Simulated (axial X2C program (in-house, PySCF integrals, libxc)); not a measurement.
# All-electron X2C curves of SrS⁻

What are the state, bond length, wavenumber and bond energy of SrS⁻, and what does spin–orbit coupling change?

Method: all-electron X2C, Sr dyall-acv3z, S dyall-av3z; program: an in-house X2C program for linear molecules on PySCF integrals.

All values are calculated.

### Step 1. Input

Contents of task.json:

```json
{
 "zs": [
  38,
  16
 ],
 "q": -1,
 "bas": [
  "dyall-acv3z",
  "dyall-av3z"
 ],
 "levels": [
  "PBE0",
  "HF",
  "TPSS"
 ],
 "cc": true,
 "r0": 2.51,
 "thr": -1.0,
 "nmax": 90,
 "npts": 10,
 "nst": 2,
 "ntry": 6
}
```

Keys: zs atomic numbers; q charge; bas basis sets; levels methods (HF also brings MP2); cc coupled cluster on or off; r0 starting distance in Å; thr threshold in hartree for freezing inner shells (an s shell follows its p shell); nmax most natural virtual spinors; npts points asked for on the curve; nst determinants followed; ntry starts of the search.

The run is started by

```console
python so2c.py task.json out
```

Spin-free means the one-electron spin-free X2C Hamiltonian; two-component (2c) means X2C with spin–orbit coupling and atomic mean-field two-electron Coulomb and Gaunt terms. Basis: Sr dyall-acv3z contracted to [14s13p9d6f1g], S dyall-av3z contracted to [9s8p3d2f]; Gaussian nuclei, density fitting. Masses: Sr 87.906 u, S 31.972 u.

Notation: σ, π±, δ± give the projection m of an orbital's angular momentum (0, ±1, ±2), α and β its spin, Λ and M_S the sums; ω is the projection of a spinor's total angular momentum and Ω the sum. Logs are in hartree.

The results follow Hamiltonian by Hamiltonian and level by level.

### Step 2. State search with PBE0

Determinants are compared with PBE0 at 2.510 Å.

Spin-free determinants:

```tsv
ΔE (eV)	state	open shells
0.00	M_S = 1/2, Λ = 0	beyond closed shells: σα
1.08	M_S = 1/2, Λ = 1	beyond closed shells: π+α
1.41	M_S = 1/2, Λ = 1	beyond closed shells: π+α, π+β, π-α
2.14	M_S = 3/2, Λ = 0	beyond closed shells: σα, π+α, π+β, 2 × π-α
2.14	M_S = 3/2, Λ = 2	beyond closed shells: σα, 2 × π+α, π+β, π-α
2.28	M_S = 3/2, Λ = 1	beyond closed shells: 2 × σα, π+α, π+β, π-α
2.31	M_S = 1/2, Λ = 1	beyond closed shells: 2 × σα, π+α, π+β, π-β
```

Two-component determinants:

| ΔE (eV) | state | open shells |
| --- | --- | --- |
| 0.00 | Ω = 1/2 | excess of +ω over −ω: ω = 1/2 |
| 1.08 | Ω = 3/2 | excess of +ω over −ω: ω = 3/2 |
| 1.39 | Ω = 3/2 | excess of +ω over −ω: ω = 3/2 |
| 2.12 | Ω = 7/2 | excess of +ω over −ω: ω = 1/2, 2 × ω = 3/2 |
| 2.18 | Ω = 5/2 | excess of +ω over −ω: 2 × ω = 1/2, ω = 3/2 |
| 2.26 | Ω = 5/2 | excess of +ω over −ω: 2 × ω = 1/2, ω = 3/2 |
| 2.29 | Ω = 1/2 | excess of +ω over −ω: 2 × ω = -1/2, ω = 3/2 |

### Step 3. PBE0, spin-free

State followed: M_S = 1/2, Λ = 0 (beyond closed shells: σα). The scan is laid around 2.525 Å, a first estimate of the minimum, and this SCF restarts from the orbitals of the search.

The SCF at the reference distance of 2.525 Å:

```text
spin-free X2C-1e  PBE0
basis functions 211  fitting functions 1077  grid points 5081
iter        total energy     max residual
   1      -3577.760471751     1.03e+00
   2      -3578.223274672     3.11e-02
   3      -3578.228103629     1.23e-02
   4      -3578.229947722     1.05e-02
   5      -3578.230953129     3.97e-03
   6      -3578.231142519     2.54e-03
   7      -3578.231216304     6.53e-04
   8      -3578.231219275     1.50e-04
   9      -3578.231219628     5.36e-05
  10      -3578.231219714     2.55e-05
  11      -3578.231219740     8.70e-06
  12      -3578.231219742     4.96e-06
converged
one-electron -5215.53056981  Coulomb 1641.40395151  exact exchange -32.32970413  xc functional -99.19657821  nuclear repulsion 127.42168089
```

Along the bond, energies from the lowest point:

| R (Å) | E (eV) | μ (D) | HOMO (eV) | LUMO (eV) | iterations |
| --- | --- | --- | --- | --- | --- |
| 2.298 | 0.3318 | -2.72 | 0.12 | 1.49 | 36 |
| 2.373 | 0.1296 | -3.45 | 0.05 | 1.49 | 33 |
| 2.449 | 0.0264 | -4.14 | -0.02 | 1.45 | 33 |
| 2.525 | 0.0000 | -4.79 | -0.09 | 1.41 | 12 |
| 2.613 | 0.0425 | -5.48 | -0.17 | 1.35 | 30 |
| 2.702 | 0.1420 | -6.09 | -0.25 | 1.29 | 29 |
| 2.815 | 0.3251 | -6.75 | -0.34 | 1.22 | 30 |

Dipoles are positive if S is the positive end and refer to the centre of mass.

Outer orbitals at the reference distance:

```
symmetry  occupied  ε (eV)             atomic character
     π+α       yes  -19.85                     99% Sr p
     π-α       yes  -19.85                     99% Sr p
     π+β       yes  -19.80                     99% Sr p
     π-β       yes  -19.80                     99% Sr p
      σα       yes  -19.74                     94% Sr p
      σβ       yes  -19.65                     94% Sr p
      σα       yes  -11.27    76% S s, 8% Sr d, 8% Sr p
      σβ       yes  -11.13    76% S s, 8% Sr d, 8% Sr p
      σα       yes   -1.38   70% S p, 15% Sr s, 8% Sr d
      σβ       yes   -1.03   73% S p, 13% Sr s, 8% Sr d
     π+α       yes   -0.87   78% S p, 14% Sr d, 5% Sr p
     π-α       yes   -0.87   78% S p, 14% Sr d, 5% Sr p
     π-β       yes   -0.84   78% S p, 14% Sr d, 5% Sr p
     π+β       yes   -0.84   78% S p, 14% Sr d, 5% Sr p
      σα       yes   -0.09  55% Sr s, 26% Sr p, 12% S p
      σβ        no    1.41   67% Sr s, 20% Sr p, 7% S p
      σα        no    1.49           70% Sr p, 28% Sr s
     π+α        no    1.53            98% Sr p, 2% Sr d
     π-α        no    1.53            98% Sr p, 2% Sr d
```

PBE0 fields in the half plane through the axis: z from -2.4 to 4.8 Å across, distance from the axis 0.15 to 2.25 Å upwards; Sr lies at z = 0 and S at z = 2.525 Å; the ELF is damped to zero where the density is low.

log10 density (e/bohr³). Ten even steps from '0' (-3.94 ) to '9' (1.53 ):
```
1111111111111222221111000
1122222222222222222221100
1222222222222333333322110
2222233333333334444332211
2222334454433444544433211
2223345565544455555443221
2223456676654555665543321
2223456898654556986544321
```

ELF. Ten even steps from '0' (0.00 ) to '9' (0.94 ):
```
9999863100012333332210000
9998631000012455544321000
9996310000003666666543100
9973101121003678887764310
9851124776202788888876421
9731158888722788889987531
9621388323842783005998642
8511586636552770990898642
```

Re = 2.518 Å, ωe = 348 cm⁻¹, ωexe = 1.1 cm⁻¹, Be = 0.1134 cm⁻¹, De = 2.77 eV, μ = -4.73 D.

### Step 4. HF, spin-free

Output at 2.525 Å:

```text
spin-free X2C-1e  HF
basis functions 211  fitting functions 1077  grid points 5081
iter        total energy     max residual
   1      -3576.023753912     3.41e-01
   2      -3576.048972992     9.82e-03
   3      -3576.050353782     1.63e-02
   4      -3576.050879201     7.19e-03
   5      -3576.051072897     1.72e-03
   6      -3576.051113493     1.56e-03
   7      -3576.051119998     3.28e-04
   8      -3576.051120920     1.12e-04
   9      -3576.051121216     1.34e-04
  10      -3576.051121364     4.52e-05
  11      -3576.051121424     2.12e-05
  12      -3576.051121442     2.12e-05
  13      -3576.051121446     6.04e-06
  14      -3576.051121446     1.25e-06
converged
one-electron -5214.56699194  Coulomb 1640.51741959  exact exchange -129.42322998  xc functional 0.00000000  nuclear repulsion 127.42168089
```

Re = 2.574 Å, ωe = 349 cm⁻¹, ωexe = 0.869 cm⁻¹, Be = 0.1085 cm⁻¹, De = 1.83 eV, μ = -5.92 D.

### Step 5. TPSS, spin-free

The SCF at the reference distance of 2.525 Å:

```text
spin-free X2C-1e  TPSS
basis functions 211  fitting functions 1077  grid points 5081
iter        total energy     max residual
   1      -3578.581214936     9.85e-02
   2      -3578.582825719     6.72e-03
   3      -3578.583357025     1.15e-02
   4      -3578.583516243     4.38e-03
   5      -3578.583601059     1.61e-03
   6      -3578.583606247     6.81e-04
   7      -3578.583610884     6.11e-04
   8      -3578.583611318     1.73e-04
   9      -3578.583611479     6.95e-05
  10      -3578.583611501     1.70e-05
  11      -3578.583611510     1.98e-05
converged
one-electron -5214.94993337  Coulomb 1640.79603622  exact exchange 0.00000000  xc functional -131.85139524  nuclear repulsion 127.42168089
```

Re = 2.534 Å, ωe = 339 cm⁻¹, ωexe = 1.05 cm⁻¹, Be = 0.112 cm⁻¹, De = 2.98 eV, μ = -3.76 D.

### Step 6. MP2 and beyond, spin-free

Correlated methods: 9 electrons correlated (frozen shells, counted by type: Sr 4 s, 3 p, 1 d; S 2 s, 1 p), 293 virtual spinors in MP2, 90 natural virtuals in coupled cluster.

Output of the correlated part at 2.525 Å:

```text
correlated 9  virtual 293  natural virtual 90  E(MP2) -0.210175583  MP2 remainder -0.003665408
iter   CCSD correlation   residual
   1     -0.212916664   1.02e-01
   2     -0.217388532   3.92e-02
   3     -0.218822422   1.60e-02
   4     -0.218780257   5.68e-03
   5     -0.218783688   2.54e-03
   6     -0.218797796   9.82e-04
   7     -0.218795363   3.82e-04
   8     -0.218797836   1.40e-04
   9     -0.218796417   6.38e-05
  10     -0.218796301   2.55e-05
  11     -0.218796119   1.15e-05
  12     -0.218796130   4.56e-06
(T) -0.013084604  T1 0.0202  D1 0.0349  max T2 0.037
```

T1 in the output is the amplitude norm over the root of the electron number; divide by √2 for the Lee–Taylor value.

MP2: Re = 2.600 Å, ωe = 326 cm⁻¹, Be = 0.1064 cm⁻¹, De = 2.73 eV.

CCSD: Re = 2.591 Å, ωe = 333 cm⁻¹, ωexe = 0.979 cm⁻¹, Be = 0.1071 cm⁻¹, De = 2.31 eV. T1 at Re = 0.015 (Lee–Taylor, the printed value over √2).

CCSD(T): Re = 2.602 Å, ωe = 324 cm⁻¹, ωexe = 1.03 cm⁻¹, Be = 0.1062 cm⁻¹, De = 2.45 eV. T1 at Re = 0.015 (Lee–Taylor, the printed value over √2).

### Step 7. A higher determinant, spin-free

State: M_S = 1/2, Λ = 1 (beyond closed shells: π+α).

Output at the reference distance:

```text
spin-free X2C-1e  PBE0
basis functions 211  fitting functions 1077  grid points 5081
iter        total energy     max residual
   1      -3577.727422341     1.03e+00
   2      -3578.184489926     2.89e-02
   3      -3578.187302875     1.32e-02
   4      -3578.189894225     1.16e-02
   5      -3578.190944525     4.50e-03
   6      -3578.191264936     2.82e-03
   7      -3578.191329760     6.90e-04
   8      -3578.191334251     1.42e-04
   9      -3578.191334682     7.39e-05
  10      -3578.191334845     3.83e-05
  11      -3578.191334956     2.47e-05
  12      -3578.191334980     1.48e-05
  13      -3578.191334985     5.67e-06
converged
one-electron -5213.26803877  Coulomb 1639.13303145  exact exchange -32.31680498  xc functional -99.16120357  nuclear repulsion 127.42168089
```

| R (Å) | E above the lowest PBE0 point (eV) |
| --- | --- |
| 2.298 | 1.270 |
| 2.373 | 1.124 |
| 2.449 | 1.070 |
| 2.525 | 1.085 |
| 2.613 | 1.169 |
| 2.702 | 1.301 |
| 2.815 | 1.514 |

Re = 2.467 Å, ωe = 363 cm⁻¹, ωexe = 1.18 cm⁻¹, Be = 0.1181 cm⁻¹, μ = -4.36 D. Te = 1.07 eV.

### Step 8. The spin-free curves together

Energy (eV) of the followed determinant, spin-free, from each level's lowest point:

| R (Å) | PBE0 | HF | MP2 | CCSD | CCSD(T) | TPSS |
| --- | --- | --- | --- | --- | --- | --- |
| 2.298 | 0.332 | 0.543 | 0.598 | 0.576 | 0.603 | 0.369 |
| 2.373 | 0.130 | 0.257 | 0.306 | 0.289 | 0.310 | 0.155 |
| 2.449 | 0.026 | 0.086 | 0.123 | 0.111 | 0.126 | 0.039 |
| 2.525 | 0.000 | 0.005 | 0.027 | 0.020 | 0.029 | 0.000 |
| 2.613 | 0.042 | 0.000 | 0.000 | 0.000 | 0.000 | 0.028 |
| 2.702 | 0.142 | 0.067 | 0.042 | 0.049 | 0.040 | 0.114 |
| 2.815 | 0.325 | 0.228 | 0.167 | 0.184 | 0.161 | 0.281 |

### Step 9. PBE0, 2c

State followed: Ω = 1/2 (excess of +ω over −ω: ω = 1/2). The scan is laid around 2.525 Å, a first estimate of the minimum, and this SCF restarts from the orbitals of the search.

Output at 2.525 Å:

```text
two-component X2C + atomic mean field  PBE0
basis functions 211  fitting functions 1077  grid points 5081
iter        total energy     max residual
   1      -3576.503982347     1.03e+00
   2      -3576.985820169     3.04e-02
   3      -3576.990514136     9.80e-03
   4      -3576.992417801     1.04e-02
   5      -3576.993391785     3.96e-03
   6      -3576.993589546     2.55e-03
   7      -3576.993662862     5.67e-04
   8      -3576.993665730     1.40e-04
   9      -3576.993666086     5.56e-05
  10      -3576.993666173     1.82e-05
  11      -3576.993666198     8.26e-06
  12      -3576.993666200     5.30e-06
converged
one-electron -5212.25160609  Coulomb 1640.69571104  exact exchange -32.31503619  xc functional -99.15239510  nuclear repulsion 127.42168089  atomic mean-field constant -1.39202076
```

Along the bond, energies from the lowest point:

| R (Å) | E (eV) | μ (D) | HOMO (eV) | LUMO (eV) | iterations |
| --- | --- | --- | --- | --- | --- |
| 2.298 | 0.3309 | -2.71 | 0.12 | 1.49 | 36 |
| 2.373 | 0.1290 | -3.45 | 0.05 | 1.49 | 32 |
| 2.449 | 0.0261 | -4.14 | -0.02 | 1.45 | 31 |
| 2.525 | 0.0000 | -4.79 | -0.09 | 1.41 | 12 |
| 2.613 | 0.0428 | -5.48 | -0.17 | 1.35 | 30 |
| 2.702 | 0.1425 | -6.09 | -0.25 | 1.30 | 29 |
| 2.815 | 0.3259 | -6.75 | -0.34 | 1.23 | 30 |

Dipoles are positive if S is the positive end and refer to the centre of mass.

Outer spinors at the reference distance:

| ω | occupied | ε (eV) | atomic character | λ mixture |
| --- | --- | --- | --- | --- |
| -1/2 | yes | -20.53 | 98% Sr p | 74% π, 26% σ |
| 1/2 | yes | -20.52 | 97% Sr p | 69% π, 31% σ |
| 3/2 | yes | -19.46 | 99% Sr p | 100% π |
| -3/2 | yes | -19.41 | 99% Sr p | 100% π |
| 1/2 | yes | -19.38 | 95% Sr p | 69% σ, 31% π |
| -1/2 | yes | -19.32 | 95% Sr p | 74% σ, 26% π |
| 1/2 | yes | -11.27 | 76% S s, 8% Sr d, 8% Sr p | 100% σ |
| -1/2 | yes | -11.13 | 76% S s, 8% Sr d, 8% Sr p | 100% σ |
| 1/2 | yes | -1.38 | 70% S p, 15% Sr s, 8% Sr d | 100% σ |
| -1/2 | yes | -1.04 | 74% S p, 12% Sr s, 9% Sr d | 98% σ, 2% π |
| -1/2 | yes | -0.90 | 78% S p, 13% Sr d, 5% Sr p | 98% π, 2% σ |
| 1/2 | yes | -0.87 | 78% S p, 13% Sr d, 5% Sr p | 100% π |
| 3/2 | yes | -0.85 | 78% S p, 14% Sr d, 4% Sr p | 100% π |
| -3/2 | yes | -0.82 | 78% S p, 14% Sr d, 5% Sr p | 100% π |
| 1/2 | yes | -0.09 | 55% Sr s, 26% Sr p, 12% S p | 100% σ |
| -1/2 | no | 1.41 | 66% Sr s, 20% Sr p, 7% S p | 100% σ |
| 1/2 | no | 1.49 | 69% Sr p, 29% Sr s | 100% σ |
| -1/2 | no | 1.53 | 98% Sr p, 2% Sr d | 100% π |
| 3/2 | no | 1.53 | 98% Sr p, 2% Sr d | 100% π |

PBE0 fields in the half plane through the axis: z from -2.4 to 4.8 Å across, distance from the axis 0.15 to 2.25 Å upwards; Sr lies at z = 0 and S at z = 2.525 Å; the ELF is damped to zero where the density is low.

log10 density (e/bohr³). Ten even steps from '0' (-3.94 ) to '9' (1.53 ):
```
1111111111111222221111000
1122222222222222222221100
1222222222222333333322110
2222233333333334444332211
2222334454433444544433211
2223345565544455555443221
2223456676654555665543321
2223456898654556986544321
```

ELF. Ten even steps from '0' (0.00 ) to '9' (0.94 ):
```
9999863100012333332210000
9998631000012455544321000
9996310000003666666543100
9973101121003678887764310
9841124776202788888876421
9731158888722788889987531
9621388323842783005998642
8511586636552770990898642
```

Re = 2.517 Å, ωe = 349 cm⁻¹, ωexe = 1.1 cm⁻¹, Be = 0.1135 cm⁻¹, De = 2.78 eV, μ = -4.72 D.

### Step 10. HF, 2c

Output at 2.525 Å:

```text
two-component X2C + atomic mean field  HF
basis functions 211  fitting functions 1077  grid points 5081
iter        total energy     max residual
   1      -3574.786379675     3.41e-01
   2      -3574.811593111     9.80e-03
   3      -3574.812974237     1.63e-02
   4      -3574.813498852     7.16e-03
   5      -3574.813692388     1.73e-03
   6      -3574.813733013     1.56e-03
   7      -3574.813739534     3.27e-04
   8      -3574.813740456     1.12e-04
   9      -3574.813740752     1.34e-04
  10      -3574.813740898     4.46e-05
  11      -3574.813740956     2.13e-05
  12      -3574.813740975     2.12e-05
  13      -3574.813740978     6.03e-06
  14      -3574.813740979     1.13e-06
converged
one-electron -5211.28528198  Coulomb 1639.80631929  exact exchange -129.36443842  xc functional 0.00000000  nuclear repulsion 127.42168089  atomic mean-field constant -1.39202076
```

Re = 2.574 Å, ωe = 349 cm⁻¹, ωexe = 0.87 cm⁻¹, Be = 0.1086 cm⁻¹, De = 1.80 eV, μ = -5.91 D.

### Step 11. TPSS, 2c

The SCF at the reference distance of 2.525 Å:

```text
two-component X2C + atomic mean field  TPSS
basis functions 211  fitting functions 1077  grid points 5081
iter        total energy     max residual
   1      -3577.342959260     9.82e-02
   2      -3577.344572183     6.72e-03
   3      -3577.345103144     1.14e-02
   4      -3577.345262058     4.38e-03
   5      -3577.345346760     1.61e-03
   6      -3577.345351936     6.74e-04
   7      -3577.345356579     6.11e-04
   8      -3577.345357017     1.72e-04
   9      -3577.345357181     7.11e-05
  10      -3577.345357204     1.69e-05
  11      -3577.345357214     1.96e-05
converged
one-electron -5211.67146142  Coulomb 1640.08832865  exact exchange 0.00000000  xc functional -131.79188457  nuclear repulsion 127.42168089  atomic mean-field constant -1.39202076
```

Re = 2.534 Å, ωe = 339 cm⁻¹, ωexe = 1.06 cm⁻¹, Be = 0.112 cm⁻¹, De = 2.98 eV, μ = -3.75 D.

### Step 12. MP2 and beyond, 2c

Correlated methods: 9 electrons correlated (frozen shells, counted by type: Sr 4 s, 3 p, 1 d; S 2 s, 1 p), 293 virtual spinors in MP2, 90 natural virtuals in coupled cluster.

Output of the correlated part at 2.525 Å:

```text
correlated 9  virtual 293  natural virtual 90  E(MP2) -0.210188539  MP2 remainder -0.003663438
iter   CCSD correlation   residual
   1     -0.212936820   1.02e-01
   2     -0.217409565   3.92e-02
   3     -0.218842842   1.60e-02
   4     -0.218800620   5.67e-03
   5     -0.218804079   2.54e-03
   6     -0.218818149   9.80e-04
   7     -0.218815725   3.81e-04
   8     -0.218818191   1.39e-04
   9     -0.218816777   6.35e-05
  10     -0.218816661   2.54e-05
  11     -0.218816480   1.14e-05
  12     -0.218816490   4.54e-06
(T) -0.013087718  T1 0.0202  D1 0.0349  max T2 0.037
```

MP2: Re = 2.599 Å, ωe = 326 cm⁻¹, Be = 0.1064 cm⁻¹, De = 2.71 eV.

CCSD: Re = 2.591 Å, ωe = 333 cm⁻¹, ωexe = 0.981 cm⁻¹, Be = 0.1071 cm⁻¹, De = 2.29 eV. T1 at Re = 0.015 (Lee–Taylor, the printed value over √2).

CCSD(T): Re = 2.601 Å, ωe = 324 cm⁻¹, ωexe = 1.03 cm⁻¹, Be = 0.1062 cm⁻¹, De = 2.44 eV. T1 at Re = 0.015 (Lee–Taylor, the printed value over √2).

### Step 13. A higher determinant, 2c

State: Ω = 3/2 (excess of +ω over −ω: ω = 3/2).

Output at the reference distance:

```text
two-component X2C + atomic mean field  PBE0
basis functions 211  fitting functions 1077  grid points 5081
iter        total energy     max residual
   1      -3576.471579020     1.03e+00
   2      -3576.946774294     2.84e-02
   3      -3576.949548566     1.31e-02
   4      -3576.952147848     1.13e-02
   5      -3576.953196319     4.50e-03
   6      -3576.953527466     2.80e-03
   7      -3576.953592818     6.78e-04
   8      -3576.953597201     1.30e-04
   9      -3576.953597606     7.29e-05
  10      -3576.953597739     2.98e-05
  11      -3576.953597818     2.20e-05
  12      -3576.953597843     1.54e-05
  13      -3576.953597848     5.19e-06
converged
one-electron -5209.94634305  Coulomb 1638.38161984  exact exchange -32.30200161  xc functional -99.11653315  nuclear repulsion 127.42168089  atomic mean-field constant -1.39202076
```

| R (Å) | E above the lowest PBE0 point (eV) |
| --- | --- |
| 2.298 | 1.272 |
| 2.373 | 1.127 |
| 2.449 | 1.074 |
| 2.525 | 1.090 |
| 2.613 | 1.175 |
| 2.702 | 1.309 |
| 2.815 | 1.523 |

Re = 2.466 Å, ωe = 364 cm⁻¹, ωexe = 1.17 cm⁻¹, Be = 0.1182 cm⁻¹, μ = -4.36 D. Te = 1.07 eV.

### Step 14. The 2c curves together

Energy (eV) of the followed determinant, 2c, from each level's lowest point:

| R (Å) | PBE0 | HF | MP2 | CCSD | CCSD(T) | TPSS |
| --- | --- | --- | --- | --- | --- | --- |
| 2.298 | 0.331 | 0.542 | 0.597 | 0.575 | 0.602 | 0.368 |
| 2.373 | 0.129 | 0.257 | 0.305 | 0.288 | 0.309 | 0.154 |
| 2.449 | 0.026 | 0.086 | 0.122 | 0.110 | 0.125 | 0.039 |
| 2.525 | 0.000 | 0.005 | 0.027 | 0.020 | 0.028 | 0.000 |
| 2.613 | 0.043 | 0.000 | 0.000 | 0.000 | 0.000 | 0.028 |
| 2.702 | 0.142 | 0.067 | 0.042 | 0.050 | 0.040 | 0.114 |
| 2.815 | 0.326 | 0.228 | 0.167 | 0.185 | 0.161 | 0.282 |

Time for the job: 3.6 min (1 thread of Intel Xeon Platinum 8488C (Sapphire Rapids), shared host); peak memory 0.62 GiB.

### Step 15. Constants

Lowest determinant that the search found at its distance, spin-free: M_S = 1/2, Λ = 0 (beyond closed shells: σα).

Lowest determinant that the search found at its distance, 2c: Ω = 1/2 (excess of +ω over −ω: ω = 1/2).

| Hamiltonian | level | Re (Å) | ωe (cm⁻¹) | De (eV) | μ (D) |
| --- | --- | --- | --- | --- | --- |
| spin-free | PBE0 | 2.518 | 348 | 2.77 | -4.73 |
| spin-free | HF | 2.574 | 349 | 1.83 | -5.92 |
| spin-free | MP2 | 2.600 | 326 | 2.73 | n/a |
| spin-free | CCSD | 2.591 | 333 | 2.31 | n/a |
| spin-free | CCSD(T) | 2.602 | 324 | 2.45 | n/a |
| spin-free | TPSS | 2.534 | 339 | 2.98 | -3.76 |
| 2c | PBE0 | 2.517 | 349 | 2.78 | -4.72 |
| 2c | HF | 2.574 | 349 | 1.80 | -5.91 |
| 2c | MP2 | 2.599 | 326 | 2.71 | n/a |
| 2c | CCSD | 2.591 | 333 | 2.29 | n/a |
| 2c | CCSD(T) | 2.601 | 324 | 2.44 | n/a |
| 2c | TPSS | 2.534 | 339 | 2.98 | -3.75 |

Dipoles are positive if S is the positive end and refer to the centre of mass.

Time per point (s) on 1 thread of Intel Xeon Platinum 8488C (Sapphire Rapids), shared host (2c runs; CCSD comes with the CCSD(T) run); the times are rough: PBE0 2.4, HF 1.5, MP2 1.7, CCSD(T) 4.6, TPSS 2.2.

At CCSD(T), going from spin-free to two-component changes Re by 0 mÅ, ωe by 0.0 %, which is small (part of it comes from the scalar share of the two-electron terms). De moves by -0.02 eV; both De rest on single-determinant atoms, which can miss part of an open shell's spin–orbit lowering.

De refers to Sr + S-, each in the lowest determinant found, which need not be this curve's own limit. The state is a single determinant with fixed occupations, the lowest that a limited PBE0 search found. Dissociation energies refer to the lowest single-determinant-based atoms at the same level and basis. Density functionals use the spin component along the axis (collinear). Coupled cluster ran in a truncated set of natural virtual spinors; the MP2 energy of the rest was added. The meta-GGAs lack a current-density term, which matters for open shells with orbital currents, atoms included. With the outer-core shells frozen, correlated bond lengths of heavy atoms tend to come out a few hundredths of an ångström too long.
